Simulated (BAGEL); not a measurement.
# HF/cc-pVDZ (density fitting with qzvpp-jkfit) run of GeHCl3 (SMILES [Cl][GeH]([Cl])[Cl])

Aim: the vertical ionisation energy of GeHCl3 at HF/cc-pVDZ (density fitting with qzvpp-jkfit), from 2 runs. 

The results are computed with BAGEL 1.2.2.

2 further runs of the same task are left out: 2 set aside as unsound or not needed.

### 1 The system as given

GeHCl3: 5 atoms, total charge 0, spin state singlet. SMILES: `[Cl][GeH]([Cl])[Cl]`. The coordinates come from a PBE0-D4/def2-TZVP relaxation.

Bond lengths: Cl1–Ge2 2.126 Å, Ge2–Cl3 2.126 Å, Ge2–Cl4 2.126 Å, Ge2–H5 1.525 Å. Angles: Cl1–Ge2–Cl3 108.5°, Cl1–Ge2–Cl4 108.5°, Cl3–Ge2–Cl4 108.5°, Cl1–Ge2–H5 110.4°, Cl3–Ge2–H5 110.5°, Cl4–Ge2–H5 110.5°.

### 2 The energy at HF/cc-pVDZ (density fitting with qzvpp-jkfit)

Input file calc.json:

```json
{ "bagel": [

{
  "title": "molecule",
  "basis": "cc-pvdz.json",
  "df_basis": "qzvpp-jkfit",
  "angstrom": true,
  "geometry": [
    { "atom": "Cl", "xyz": [      -1.177700,      -0.012800,       1.700700 ] },
    { "atom": "Ge", "xyz": [       0.102400,       0.090600,       0.006200 ] },
    { "atom": "Cl", "xyz": [       1.117900,      -1.767600,      -0.185300 ] },
    { "atom": "Cl", "xyz": [      -1.095100,       0.385600,      -1.725800 ] },
    { "atom": "H", "xyz": [       1.102600,       1.230700,       0.163000 ] }
  ]
},

{
  "title": "hf"
},

{
  "title": "print",
  "file": "orbitals.molden",
  "orbitals": true
}

]}
```

The basis set cc-pVDZ is read from a file made from the Basis Set Exchange's data (not shown).

Run with:

```console
BAGEL_NUM_THREADS=1 BAGEL calc.json > calc.out
```

The program printed:

```text
* using 1 threads per process

  ===============================================================
  ===============================================================

  *** Geometry ***

  { "atom" : "Cl", "xyz" : [     -2.225530,     -0.024188,      3.213857 ] },
  { "atom" : "Ge", "xyz" : [      0.193508,      0.171209,      0.011716 ] },
  { "atom" : "Cl", "xyz" : [      2.112525,     -3.340280,     -0.350166 ] },
  { "atom" : "Cl", "xyz" : [     -2.069439,      0.728678,     -3.261289 ] },
  { "atom" : "H", "xyz" : [      2.083612,      2.325686,      0.308025 ] },

  Number of auxiliary basis functions:      668

  Since a DF basis is specified, we compute 2- and 3-index integrals:
    o Being stored without compression. Storage requirement is 0.040 GB

  Number of basis functions:       86
  Number of electrons      :       84

    * METHOD: MOLECULE                             0.42

  *** RHF ***

  === Nuclear Repulsion ===
   559.1855802501

      * DIIS with orbital gradients will be used.

  === RHF iteration (cc-pvdz.json) ===
      0      -3454.44545281          0.00979069           0.21
      1      -3454.53359995          0.00558338           0.20
      2      -3454.55993289          0.00068121           0.20
      3      -3454.56068276          0.00014799           0.20
      4      -3454.56072838          0.00004161           0.20
      5      -3454.56073197          0.00001028           0.20
      6      -3454.56073218          0.00000209           0.20
      7      -3454.56073218          0.00000048           0.20
      8      -3454.56073218          0.00000017           0.20
      9      -3454.56073218          0.00000006           0.19
     10      -3454.56073218          0.00000002           0.19
     11      -3454.56073219          0.00000000           0.20
    * SCF iteration converged.

    * Permanent dipole moment:
           (   -0.459801,    -0.524129,    -0.071987) a.u.

    * METHOD: HF                                   2.71

    * METHOD: PRINT                                0.01

  ===============================================================
```

Wall time 3.3 s (1 thread of Arm Neoverse V2, shared host); peak memory 0.18 GiB.

### 3 The doublet cation at the same level

Input file input.json:

```json
{ "bagel": [

{
  "title": "molecule",
  "basis": "cc-pvdz.json",
  "df_basis": "qzvpp-jkfit",
  "angstrom": "true",
  "geometry": [
    { "atom": "Cl", "xyz": [      -1.177700,      -0.012800,       1.700700 ] },
    { "atom": "Ge", "xyz": [       0.102400,       0.090600,       0.006200 ] },
    { "atom": "Cl", "xyz": [       1.117900,      -1.767600,      -0.185300 ] },
    { "atom": "Cl", "xyz": [      -1.095100,       0.385600,      -1.725800 ] },
    { "atom": "H", "xyz": [       1.102600,       1.230700,       0.163000 ] }
  ]
},

{
  "title": "uhf",
  "charge": 1,
  "nopen": 1
},

{
  "title": "print",
  "file": "orbitals.molden",
  "orbitals": "true"
}

]}
```

The basis set cc-pVDZ is read from a file made from the Basis Set Exchange's data (not shown).

Run with:

```console
BAGEL_NUM_THREADS=1 BAGEL input.json > input.out
```

The program printed:

```text
* using 1 threads per process

  ===============================================================
  ===============================================================

  *** Geometry ***

  { "atom" : "Cl", "xyz" : [     -2.225530,     -0.024188,      3.213857 ] },
  { "atom" : "Ge", "xyz" : [      0.193508,      0.171209,      0.011716 ] },
  { "atom" : "Cl", "xyz" : [      2.112525,     -3.340280,     -0.350166 ] },
  { "atom" : "Cl", "xyz" : [     -2.069439,      0.728678,     -3.261289 ] },
  { "atom" : "H", "xyz" : [      2.083612,      2.325686,      0.308025 ] },

  Number of auxiliary basis functions:      668

  Since a DF basis is specified, we compute 2- and 3-index integrals:
    o Being stored without compression. Storage requirement is 0.040 GB

  Number of basis functions:       86
  Number of electrons      :       84

    * METHOD: MOLECULE                             0.42

  *** Open-shell HF ***

  === Nuclear Repulsion ===
   559.1855802501

      * DIIS with orbital gradients will be used.

  === UHF iteration (cc-pvdz.json) ===
      0      -3453.93406385          0.02495158           0.40
      1      -3454.05215414          0.01640502           0.39
      2      -3454.09175859          0.00998043           0.40
      3      -3454.11196532          0.00054342           0.39
      4      -3454.11268607          0.00016336           0.39
      5      -3454.11281136          0.00006093           0.40
      6      -3454.11284570          0.00002303           0.40
      7      -3454.11285119          0.00001020           0.39
      8      -3454.11285211          0.00000642           0.38
      9      -3454.11285227          0.00000419           0.38
     10      -3454.11285230          0.00000304           0.34
     11      -3454.11285234          0.00000164           0.39
     12      -3454.11285235          0.00000128           0.39
     13      -3454.11285235          0.00000133           0.39
     14      -3454.11285235          0.00000128           0.39
     15      -3454.11285234          0.00000108           0.39
     16      -3454.11285234          0.00000089           0.39
     17      -3454.11285234          0.00000073           0.38
     18      -3454.11285234          0.00000063           0.38
     19      -3454.11285234          0.00000050           0.39
     20      -3454.11285234          0.00000035           0.39
     21      -3454.11285234          0.00000027           0.39
     22      -3454.11285234          0.00000025           0.40
     23      -3454.11285234          0.00000024           0.39
     24      -3454.11285234          0.00000025           0.40
     25      -3454.11285234          0.00000023           0.40
     26      -3454.11285234          0.00000017           0.39
     27      -3454.11285234          0.00000011           0.39
     28      -3454.11285234          0.00000006           0.38
     29      -3454.11285234          0.00000003           0.38
     30      -3454.11285234          0.00000002           0.38
     31      -3454.11285234          0.00000002           0.39
     32      -3454.11285234          0.00000001           0.39
     33      -3454.11285234          0.00000001           0.39
     34      -3454.11285234          0.00000001           0.39
     35      -3454.11285234          0.00000001           0.39
    * SCF iteration converged.

    * S^2 (UHF) is 0.8017

    * Permanent dipole moment:
           (   -0.684699,    -0.780477,    -0.107079) a.u.

    * METHOD: UHF                                 14.29

    * METHOD: PRINT                                0.01

  ===============================================================
```

Wall time 15 s (1 thread of Arm Neoverse V2, shared host); peak memory 0.18 GiB.

### 4 Results

Level: HF/cc-pVDZ (density fitting with qzvpp-jkfit).

| quantity | value |
| --- | --- |
| singlet GeHCl3: total energy | -3454.56073 Eh |
| singlet GeHCl3: dipole moment | 1.78 D |
| singlet GeHCl3: HOMO energy | -12.74 eV |
| singlet GeHCl3: LUMO energy | 2.62 eV |
| singlet GeHCl3: HOMO–LUMO gap | 15.36 eV |
| doublet cation: total energy | -3454.11285 Eh |
| doublet cation: ⟨S²⟩ | 0.802 |
| vertical ionisation energy (to the doublet cation) | 12.187 eV |

Removing an electron at fixed nuclei costs 12.19 eV (1176 kJ/mol). The negative HOMO energy of the first species, 12.74 eV, lies 0.55 eV above that difference.
